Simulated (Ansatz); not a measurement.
The system is PtSe.

```
Pt Se
1.0
     3.70187    0.00000    0.00000
    -1.85094    3.20591    0.00000
     0.00000    0.00000    3.61284
Pt Se
1 1
Direct
  0.00000 0.00000 0.00000
  0.66667 0.33333 0.50000
```

The cell comes from a database or a generator and needn't be the stable form of this composition.

Program: Ansatz 0.2.0. Alike in all runs: task single point; potentials or basis Ansatz PAW; no spin polarisation; cell as given; k mesh 4 × 4 × 4; smearing fermi-dirac 0.05 eV; the mesh is coarse, so values aren't converged.

Task: Order these runs on this cell by their pressure, lowest first.
A. level HSE06 form with a typed share of exact exchange; cutoff (eV) 420; screening (1/Å) 0.2; share of exact exchange 0.15
B. level r2SCAN50; cutoff (eV) 500
C. level PBE0; cutoff (eV) 420
D. level B3LYP; cutoff (eV) 420
E. level HSE06 form with a typed share of exact exchange; cutoff (eV) 420; screening (1/Å) 0.2; share of exact exchange 0.05

Result: B (-18.9 GPa), C (-15.5 GPa), A (-14.0 GPa), E (-12.3 GPa), D (-8.8 GPa).

Caveats: all runs use coarse meshes; the PAW data sets come from PBE, with cores solved anew for the run's functional, which leaves a small shift of forces and pressure; the thresholds are loose for stress; so large a pressure means that the cell lies far from this level's equilibrium, or that cutoff or potentials fall short (some runs).
